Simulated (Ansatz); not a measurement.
# CH₇GaSSi: geometry optimisation

What shape does CH₇GaSSi take? The plan is to relax it, and look at its orbitals and charge.

Program: Ansatz 0.2.0, Gaussian basis. Level of theory: RKS PBE0-D4/def2-TZVP. These are calculated values, not measurements.

Plan: relaxation at PBE0-D4/def2-TZVP; a single point in def2-TZVPP for the fields.

### 1 Starting geometry

SMILES `[SiH3]C[S][GaH2]`, 11 atoms, charge 0, spin multiplicity 1.

Atoms are counted from 1 here; the program's logs count them from 0.

Bond lengths: Si1–C2 1.905 Å, Si1–H5 1.461 Å, Si1–H6 1.464 Å, Si1–H7 1.479 Å, C2–S3 1.852 Å, C2–H8 1.087 Å, C2–H9 1.095 Å, S3–Ga4 2.212 Å, Ga4–H10 1.571 Å, Ga4–H11 1.580 Å. Angles: C2–Si1–H5 108.6°, C2–Si1–H6 107.0°, C2–Si1–H7 107.1°, H5–Si1–H6 112.0°, H5–Si1–H7 110.8°, H6–Si1–H7 111.1°, Si1–C2–S3 110.8°, Si1–C2–H8 113.0°, Si1–C2–H9 111.4°, S3–C2–H8 105.2°, S3–C2–H9 108.3°, H8–C2–H9 108.0°, C2–S3–Ga4 94.8°, S3–Ga4–H10 124.7°, S3–Ga4–H11 118.1°, H10–Ga4–H11 117.0°.

The start is a GFN2-xTB geometry.

### 2 Relaxation at PBE0-D4/def2-TZVP

Contents of in.yaml:

```yaml
crystal:
  periodic: [false, false, false]
  atoms:
    - {symbol: Si, position_ang: [-1.197390, 1.111910, 0.001270]}
    - {symbol: C, position_ang: [0.648860, 0.858250, 0.395890]}
    - {symbol: S, position_ang: [1.515110, 0.026520, -1.013950]}
    - {symbol: Ga, position_ang: [0.811270, -2.004030, -0.491610]}
    - {symbol: H, position_ang: [-1.308310, 1.985410, -1.164320]}
    - {symbol: H, position_ang: [-1.811460, 1.703590, 1.191090]}
    - {symbol: H, position_ang: [-1.769030, -0.221830, -0.284690]}
    - {symbol: H, position_ang: [1.182550, 1.793010, 0.545830]}
    - {symbol: H, position_ang: [0.784180, 0.244080, 1.291770]}
    - {symbol: H, position_ang: [0.978650, -3.272170, -1.404480]}
    - {symbol: H, position_ang: [0.165580, -2.224740, 0.933210]}
basis:
  gaussian: {orbitals: def2-TZVP}
hamiltonian: {xc: pbe0, dispersion: d4}
relax: {f_tol: 0.005, max_steps: 150}
```

Launch:

```console
$ ansatz run in.yaml --threads 2 --pin off --events-out ev --progress --plain --max-ram 32768MiB --backend cuda --devices 0, --max-vram 18GiB
```

Further steps of the session: A single point for the fields.

**Question.** What will the summary of the whole plan be? Wanted: point group; shift from the start; total energy; dispersion term; dipole moment; HOMO, LUMO.

As calculated:

```
                  quantity            value
               point group               C1
                     steps               10
shift from the start (rms)          0.181 Å
              total energy   -72228.3642 eV
           dispersion term         -256 meV
             dipole moment           1.23 D
                HOMO, LUMO  -7.02, -1.47 eV
```

What this shows: The atoms moved 0.18 Å (rms) from the start; the bond that changed most is Si1–C2, from 1.905 to 1.878 Å. No vibrations were run, so it is not proven to be a minimum. The largest Mulliken charge, -0.31 e, sits on C2. The HOMO lies mostly on S3 70 %; Ga4 8 % and the LUMO on Ga4 47 %; H10, H11 about 16 % each.
